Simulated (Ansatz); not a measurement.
# CdBr2: a single-point run

Wanted: a converged single-point run for CdBr2, and a check of what comes out. The structure is shown as the input types it.

Computed with Ansatz 0.2.0 (density functional or hybrid calculation with the settings of its input, plane waves (as first typed), unless a step's input says otherwise).

## (1) The structure to begin with

The structure is trigonal, space group R-3m (No. 166). Conventional cell: a = 3.980 Å, b = 3.980 Å, c = 37.645 Å, α = 90.00°, β = 90.00°, γ = 120.00°. Cd (site symmetry -3m) has 6 Br at 2.78 Å as nearest neighbours. Around Br (site symmetry 3m) lie 3 Cd at 2.78 Å.

Coordinates:

```
CELL_PARAMETERS angstrom
1.98998 1.14891 12.54817
-1.98998 1.14891 12.54817
0.00000 -2.29783 12.54817
ATOMIC_POSITIONS crystal
Cd 0.00000 0.00000 0.00000
Cd 0.50000 0.50000 0.50000
Br 0.20829 0.20829 0.20829
Br 0.79171 0.79171 0.79171
Br 0.62504 0.62504 0.62504
Br 0.37496 0.37496 0.37496
```

## (2) Running it

The input, input.yaml:

```yaml
crystal:
  lattice:
    - [1.9899776146, 1.1489141114, 12.5481711337]
    - [-1.9899776146, 1.1489141114, 12.5481711337]
    - [0.0, -2.2978282229, 12.5481711337]
  atoms:
    - { symbol: Cd, position: [0.0, 0.0, 0.0] }
    - { symbol: Cd, position: [0.5, 0.5, 0.5] }
    - { symbol: Br, position: [0.2082894517, 0.2082894517, 0.2082894517] }
    - { symbol: Br, position: [0.7917105483, 0.7917105483, 0.7917105483] }
    - { symbol: Br, position: [0.6250395226, 0.6250395226, 0.6250395226] }
    - { symbol: Br, position: [0.3749604774, 0.3749604774, 0.3749604774] }
kpoints:
  mp_grid: { grid: [6, 6, 6] }
hamiltonian:
  xc: pbesol
scf:
  occupations: { method: fixed }
  n_extra_bands: 5
  convergence: { dr2_threshold: 1.0 }
  max_iter: 89
output:
  forces: true
  stress: true
  eigenvalues: true
```

Run with:

```
$ ansatz run input.yaml --threads 4 --pin off --max-ram 4608MiB --backend cpu --events-out ev --progress --plain --runs-dir out
```

Q: Will this input give a usable result? If not, why, and what should change?

The run converged and reported no error, with warnings (force scf threshold loose, stress scf threshold loose). Its log warns: «scf.convergence.dr2_threshold = 1e0 eV is looser than this run's default, which is 1e-7 eV or tighter. The error in the forces grows as the threshold's square root ...»

The threshold asked is loose, but the program put off the close and ended at dr2 = 1.0e-7, so little accuracy was lost here.

The test: delete scf.convergence.dr2_threshold (the default then holds).
